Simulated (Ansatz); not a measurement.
# B2W: the cost of one run

All numbers below are computed with Ansatz 0.2.0 (DFT, r2SCAN, no spin polarisation, plane waves, PAW).

**1. Geometry**

It takes space group P6_3/mmc (No. 194, hexagonal). The conventional cell has a = 3.008 Å, b = 3.008 Å, c = 13.994 Å, α = 90.00°, β = 90.00°, γ = 120.00°. B (site symmetry 3m) has 3 B at 1.86 to 1.87 Å and 4 W at 2.27 to 2.35 Å as nearest neighbours. Around B (site symmetry -6m2) lie 3 B at 1.74 Å and 6 W at 2.34 Å. W (site symmetry 3m) has 10 B at 2.27 to 2.35 Å as nearest neighbours.

Structure file:

```cif
data_structure
_symmetry_space_group_name_H-M 'P 1'
_symmetry_Int_Tables_number 1
_cell_length_a 3.0079
_cell_length_b 3.0079
_cell_length_c 13.9944
_cell_angle_alpha 90.000
_cell_angle_beta 90.000
_cell_angle_gamma 120.000
_cell_volume 109.65
loop_
_atom_site_label
_atom_site_type_symbol
_atom_site_fract_x
_atom_site_fract_y
_atom_site_fract_z
_atom_site_occupancy
B1 B 0.33330 0.66670 0.97570 1
B2 B 0.66660 0.33330 0.47570 1
B3 B 0.33330 0.66670 0.52430 1
B4 B 0.66670 0.33340 0.02430 1
B5 B 0.33330 0.66670 0.75000 1
B6 B 0.66660 0.33330 0.25000 1
B7 B 0.00000 0.00000 0.25000 1
B8 B 0.00000 0.00000 0.75000 1
W1 W 0.33330 0.66670 0.13759 1
W2 W 0.66660 0.33330 0.63759 1
W3 W 0.33330 0.66670 0.36241 1
W4 W 0.66670 0.33340 0.86241 1
```

The first density is read from a saved solution for the starting cell.

**2. Relaxing**

The input, input.yaml:

```yaml
crystal:
  lattice:
    - [3.00791009, 0.0, 0.0]
    - [-1.50395504, 2.60492616, 0.0]
    - [0.0, 0.0, 13.99442999]
  atoms:
    - { symbol: B, position: [0.3333, 0.6667, 0.9757] }
    - { symbol: B, position: [0.6666, 0.3333, 0.4757] }
    - { symbol: B, position: [0.3333, 0.6667, 0.5243] }
    - { symbol: B, position: [0.6667, 0.3334, 0.0243] }
    - { symbol: B, position: [0.3333, 0.6667, 0.75] }
    - { symbol: B, position: [0.6666, 0.3333, 0.25] }
    - { symbol: B, position: [0.0, 0.0, 0.25] }
    - { symbol: B, position: [0.0, 0.0, 0.75] }
    - { symbol: W, position: [0.3333, 0.6667, 0.13759] }
    - { symbol: W, position: [0.6666, 0.3333, 0.63759] }
    - { symbol: W, position: [0.3333, 0.6667, 0.36241] }
    - { symbol: W, position: [0.6667, 0.3334, 0.86241] }
  symmetry: { tolerance: 0.0003 }
kpoints:
  mp_grid: { grid: [11, 11, 2], shift: [0, 0, 0] }
magnetization:
  spin_polarized: false
scf:
  occupations: { method: fermi_dirac }
  lower_state_search: "off"
hamiltonian:
  pseudopotentials: { kind: paw }
  xc: r2scan
basis:
  ecutwfc: 500
  fft_grid_basis: typed
relax:
  max_steps: 80
  cell: { p_target: 0.0 }
  f_tol: 0.03
output:
  forces: true
  stress: true
  eigenvalues: true
  bader: true
  populations: true
  elf: true
  write_potential: true
  volumetric_format: npy
  dos:
    e_range: [-12, 8]
    de: 0.05
    projected: { site_lists: { B: [B], W: [W] } }
checkpoint:
  read: saved_state
```

The run is started by

```sh
> ansatz run input.yaml --threads 2 --pin off --max-ram 2560MiB --backend cpu --events-out ev --progress --plain --runs-dir out
```

Q: Estimate wall time and peak memory on 2 threads of Arm Neoverse N1, shared host.

About 4.6 min, with a peak of 0.75 GiB.
